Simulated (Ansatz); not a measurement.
# The Be-Co system: small convex hull

A script is to give a small convex hull; the system is the Be-Co system.

All numbers are computed with Ansatz 0.2.0 through its Python package. Level of theory: DFT LDA, plane waves, PAW.

### 1 Starting point

BeCo Pm-3m: The structure is cubic, space group Pm-3m (No. 221). The conventional cell has a = 2.606 Å, b = 2.606 Å, c = 2.606 Å, α = 90.00°, β = 90.00°, γ = 90.00°. Around Be (site symmetry m-3m) lie 8 Co at 2.26 Å. Co (site symmetry m-3m) is surrounded by 8 Be at 2.26 Å.

Be5Co F-43m: The structure is cubic, space group F-43m (No. 216). The conventional cell has a = 5.768 Å, b = 5.768 Å, c = 5.768 Å, α = 90.00°, β = 90.00°, γ = 90.00°. Be (site symmetry -43m) is surrounded by 12 Be at 2.39 Å and 4 Co at 2.50 Å. Around Be (site symmetry 3m) lie 6 Be at 2.03 to 2.05 Å. Co (site symmetry -43m) has 16 Be at 2.39 to 2.50 Å as nearest neighbours.

Be P6_3/mmc: It takes space group P6_3/mmc (No. 194, hexagonal). The conventional cell has a = 2.285 Å, b = 2.285 Å, c = 3.584 Å, α = 90.00°, β = 90.00°, γ = 120.00°. Around Be (site symmetry -6m2) lie 12 Be at 2.23 to 2.29 Å.

Co P6_3/mmc: It takes space group P6_3/mmc (No. 194, hexagonal). The conventional cell has a = 2.507 Å, b = 2.507 Å, c = 4.070 Å, α = 90.00°, β = 90.00°, γ = 120.00°. Around Co (site symmetry -6m2) lie 12 Co at 2.50 to 2.51 Å.

beco_beco_pm_3m.vasp, read by the script:

```text
BeCo
1.0
   2.60600000    0.00000000    0.00000000
   0.00000000    2.60600000    0.00000000
   0.00000000    0.00000000    2.60600000
Be Co
1 1
Direct
   0.00000000    0.00000000    0.00000000
   0.50000000    0.50000000    0.50000000
```

Input file beco_be5co_f_43m.vasp:

```text
Be5Co
1.0
   0.00000000    2.88392553    2.88392553
   2.88392553    0.00000000    2.88392553
   2.88392553    2.88392553    0.00000000
Be Co
5 1
Direct
   0.25000000    0.25000000    0.25000000
   0.62557281    0.62557281    0.12328158
   0.62557281    0.12328158    0.62557281
   0.12328158    0.62557281    0.62557281
   0.62557281    0.62557281    0.62557281
   0.00000000    0.00000000    0.00000000
```

The script reads beco_be.cif:

```cif
data_Be
_cell_length_a 2.285300
_cell_length_b 2.285300
_cell_length_c 3.584200
_cell_angle_alpha 90.00000
_cell_angle_beta 90.00000
_cell_angle_gamma 120.00000
_symmetry_space_group_name_H-M 'P 1'
_symmetry_Int_Tables_number 1
loop_
_symmetry_equiv_pos_as_xyz
'x, y, z'
loop_
_atom_site_label
_atom_site_type_symbol
_atom_site_fract_x
_atom_site_fract_y
_atom_site_fract_z
Be1 Be    0.333333    0.666667    0.250000
Be2 Be    0.666667    0.333333    0.750000
```

The script reads beco_co.cif:

```cif
data_Co
_cell_length_a 2.507400
_cell_length_b 2.507400
_cell_length_c 4.069900
_cell_angle_alpha 90.00000
_cell_angle_beta 90.00000
_cell_angle_gamma 120.00000
_symmetry_space_group_name_H-M 'P 1'
_symmetry_Int_Tables_number 1
loop_
_symmetry_equiv_pos_as_xyz
'x, y, z'
loop_
_atom_site_label
_atom_site_type_symbol
_atom_site_fract_x
_atom_site_fract_y
_atom_site_fract_z
Co1 Co    0.333333    0.666667    0.250000
Co2 Co    0.666667    0.333333    0.750000
```

### 2 Script

File beco.py:

```python
'''Convex hull of a few Be-Co phases, after relaxing atoms and volume at fixed cell shape.'''

from collections import Counter

import ansatz
from ase.io import read
import matplotlib.pyplot as plt
import numpy as np

FUNCTIONAL = 'lda'
ECUT = 500
K_SPACING = 0.3
SMEARING = 'fermi_dirac'
SMEARING_WIDTH = 0.05

POLARISED = {'BeCo Pm-3m', 'Be5Co F-43m', 'Co'}


def run_phase(name, crystal):
    calc = (
        crystal.calculation()
        .functional(FUNCTIONAL)
        .basis(ECUT)  # a bare number is in eV
        .kpoints(spacing=K_SPACING)
        .occupations(SMEARING, width=SMEARING_WIDTH)  # the run then minimises F = E - TS
    )
    if name in POLARISED:
        calc = calc.spin('collinear')
    calc = calc.relax(force_tolerance=0.01, fix_cell=['shape'])
    return calc.run(threads=1, backend='cpu')


def counts(outcome):
    return Counter(site.symbol for site in outcome.lattice.sites)

def formation_energy(outcome, mu):
    n = counts(outcome)
    return (outcome.report['energy_sigma0_ev'] - sum(k * mu[element] for element, k in n.items())) / sum(n.values())

phases = {}
atoms = read('beco_beco_pm_3m.vasp', format='vasp')
beco_pm_3m = ansatz.Crystal.from_ase(atoms).moments(Co=2.5)
phases['BeCo Pm-3m'] = beco_pm_3m
atoms = read('beco_be5co_f_43m.vasp', format='vasp')
be5co_f_43m = ansatz.Crystal.from_ase(atoms).moments(Co=2.5)
phases['Be5Co F-43m'] = be5co_f_43m
atoms = read('beco_be.cif')
be = ansatz.Crystal.from_ase(atoms)
phases['Be'] = be
atoms = read('beco_co.cif')
co = ansatz.Crystal.from_ase(atoms).moments(Co=2.5)
phases['Co'] = co

done = {}
for name, crystal in phases.items():
    done[name] = run_phase(name, crystal)
    print(f'{name}: {done[name].report["energy_sigma0_ev"]:.4f} eV, {len(done[name].lattice.sites)} atoms')

# energy of one atom in its reference phase
references = {'Be': 'Be', 'Co': 'Co'}
mu = {element: done[name].report['energy_sigma0_ev'] / len(done[name].lattice.sites) for element, name in references.items()}
points = sorted((counts(o)['Co'] / len(o.lattice.sites), formation_energy(o, mu), name) for name, o in done.items())

# lower hull by a monotone chain
hull = []
for x, e, _ in points:
    while len(hull) > 1 and (hull[-1][0] - hull[-2][0]) * (e - hull[-2][1]) - (hull[-1][1] - hull[-2][1]) * (x - hull[-2][0]) <= 0:
        hull.pop()
    hull.append((x, e))
rows = [(name, x, e, e - np.interp(x, *zip(*hull))) for x, e, name in points]
print('     phase       x(Co)  E_form (eV/atom)  above hull (eV/atom)')
for row in rows:
    print(f'{str(row[0]):>10}  {row[1]:10.3f}  {row[2]:16.4f}  {row[3]:20.4f}')
print('on the hull of these phases:', ', '.join(row[0] for row in rows if row[3] < 1e-6))
stable = [row for row in rows if row[3] < 1e-6]
plt.figure(figsize=(4.5, 3.2))
plt.plot([row[1] for row in stable], [row[2] for row in stable], 'k-o')
plt.plot([row[1] for row in rows], [row[2] for row in rows], 'r.')
plt.xlabel('fraction of Co')
plt.ylabel('formation energy (eV/atom)')
plt.tight_layout()
plt.savefig('hull.png', dpi=100)
```

### 3 What the engine is handed

The package turns the script's settings into the engine's input (first run):

```yaml
crystal:
  lattice:
    - [2.606, 0.0, 0.0]
    - [0.0, 2.606, 0.0]
    - [0.0, 0.0, 2.606]
  atoms:
    - { symbol: Be, position: [0.0, 0.0, 0.0] }
    - { symbol: Co, position: [0.5, 0.5, 0.5] }
basis:
  ecutwfc: 500.0
kpoints:
  mp_grid:
    kspacing: 0.3
hamiltonian:
  xc: lda
magnetization:
  spin_polarized: true
  per_species:
    Co: 2.5
scf:
  occupations:
    method: fermi_dirac
    width: 0.05
relax:
  f_tol: 0.01
  cell:
    fix: [shape]
```

### 4 The run

Started as:

```bash
$ python beco.py
```

What it wrote:

```text
BeCo Pm-3m: -5151.7254 eV, 2 atoms
RunWarning: the starting moments were not kept: the SCF closed with an absolute magnetisation of 3.7e-7 μB, where they sum to 2.5 μB in size (1 site). That is at most 0.1 of that sum. Measured as dr2_m measures the in/out step, that magnetisation stands 2.4e-13 eV from none, at or under the dr2_threshold of 1.0e-7 eV: [...]
Be5Co F-43m: -5505.2159 eV, 6 atoms
DeckWarning: the atoms were moved onto the symmetric positions of the space group found under crystal.symmetry.tolerance 1.0e-5 (fractional; no operation is sought that the atoms, as they stand in a round, miss by more than twice it, and no atom is moved by as much as it), and the run uses the moved positions. Before [...]
Be: -176.4523 eV, 2 atoms
Co: -10125.5318 eV, 2 atoms
     phase       x(Co)  E_form (eV/atom)  above hull (eV/atom)
        Be       0.000            0.0000                0.0000
Be5Co F-43m       0.167           -0.2199                0.0000
BeCo Pm-3m       0.500           -0.3667                0.0000
        Co       1.000            0.0000                0.0000
on the hull of these phases: Be, Be5Co F-43m, BeCo Pm-3m, Co
```

(Warnings from the package without file and line, shortened, repeats left out.)

It took 42 s on 1 thread of Intel Xeon 6975P-C (Granite Rapids), shared host; peak memory 0.56 GiB.

Lines on the test bed's own set-up are left out of the output.

### 5 The runs side by side

One row for each of the 4 runs:

| run | system | space group at the end | spin polarised | energy (eV/atom) | from the elements (meV/atom) | final volume (Å³/atom) | moment (μB/cell) | SCF cycles in all | CPU time (s) |
| --- | --- | --- | --- | --- | --- | --- | --- | --- | --- |
| 1 | BeCo (2 atoms) | Pm-3m | yes | -2575.8627 | -366.7 | 8.18 | 0.32 | 52 | 6.3 |
| 2 | Be5Co (6 atoms) | F-43m | yes | -917.5360 | -219.9 | 7.62 | 0.00 | 53 | 19 |
| 3 | Be (2 atoms) | P6_3/mmc | not set | -88.2262 | 0.0 | 7.55 | 0.00 | 17 | 1.4 |
| 4 | Co (2 atoms) | P6_3/mmc | yes | -5062.7659 | 0.0 | 10.00 | 2.99 | 48 | 14 |

Energies are extrapolated to zero smearing width, as in the script. Totals carry meaning only in balanced differences at one level of theory.

### 6 How the relaxation of run 1 went

The steps of the relaxation:

| step | E - E(step 1) (eV/cell) | largest force component (eV/Å) | pressure (GPa) | volume (Å³) |
| --- | --- | --- | --- | --- |
| 1 | 0.0000 | 0.0000 | -15.55 | 17.70 |
| 2 | -0.0532 | 0.0000 | -8.19 | 16.99 |
| 3 | -0.0698 | 0.0000 | 1.23 | 16.26 |
| 4 | -0.0702 | 0.0000 | -0.08 | 16.36 |
| 5 | -0.0702 | 0.0000 | 0.00 | 16.35 |
| 6 | -0.0700 | 0.0000 | 0.00 | 16.35 |

Step 1 is the start. Step 6 repeats the geometry before it on a plane-wave basis chosen anew for that cell, so its energy need not be comparable with the rows above.

|  | before | after | change |
| --- | --- | --- | --- |
| a (Å) | 2.606 | 2.538 | -2.6 % |
| b (Å) | 2.606 | 2.538 | -2.6 % |
| c (Å) | 2.606 | 2.538 | -2.6 % |
| volume (Å³/atom) | 8.85 | 8.18 | -7.6 % |
| shortest distance (Å) | 2.257 | 2.198 | -2.6 % |
| space group (0.01 Å) | Pm-3m | Pm-3m | same |

Forces and stress were held to the start's 48 operations: a distortion of lower symmetry was not tested.

### 7 The relaxation of run 3, step by step

The steps of the relaxation:

```csv
step,energy from step 1 (eV/cell),largest force component (eV/Å),pressure (GPa),volume (Å³)
1,0.0000,0.0000,-8.31,16.21
2,-0.0249,0.0000,-3.76,15.56
3,-0.0303,0.0000,0.35,15.06
4,-0.0304,0.0000,-0.01,15.10
5,-0.0303,0.0000,-0.01,15.10
```

Step 1 is the start. Step 5 repeats the geometry before it on a plane-wave basis chosen anew for that cell, so its energy need not be comparable with the rows above.

|  | before | after | change |
| --- | --- | --- | --- |
| a (Å) | 2.285 | 2.232 | -2.3 % |
| b (Å) | 2.285 | 2.232 | -2.3 % |
| c (Å) | 3.584 | 3.500 | -2.3 % |
| volume (Å³/atom) | 8.11 | 7.55 | -6.9 % |
| shortest distance (Å) | 2.225 | 2.173 | -2.3 % |
| space group (0.01 Å) | P6_3/mmc | P6_3/mmc | same |

Forces and stress were held to the start's 24 operations: a distortion of lower symmetry was not tested.

### 8 What came out

```
                                 quantity                            value
              on the hull of these phases  Be, Be5Co F-43m, BeCo Pm-3m, Co
                            runs compared                                4
 energy of BeCo (run 1) from the elements                    -367 meV/atom
energy of Be5Co (run 2) from the elements                    -220 meV/atom
```

Among these few phases the hull runs through Be, Be5Co F-43m, BeCo Pm-3m, Co; other phases, not tried, may lie lower. BeCo lies 367 meV/atom below its elements, the most of the cells tried. The dearest, run 2 (Be5Co (6 atoms)), took some 14 times as long as run 3 (Be (2 atoms)). In run 1, the volume shrank by 7.6 % over 4 moves, and the space group stayed Pm-3m. In run 3, the volume shrank by 6.9 % over 3 moves, and the space group stayed P6_3/mmc. Notes:
- The SCF didn't keep the moments it started from (some shrank, vanished or turned); what is printed is the state reached.
- For the metals among these cells the mesh is coarse, so their volumes and pressures are rough.
- Atoms and volume are relaxed with the cell's shape held, which in cells of lower than cubic symmetry can hide stresses and shift volumes.
- Differences under about 40 meV an atom lie within the error of mesh and functional, so such verdicts may flip; only the cells listed enter the hull. The starting moments were not kept in at least one run, so it stands on a weaker or other magnetic state than the one typed.
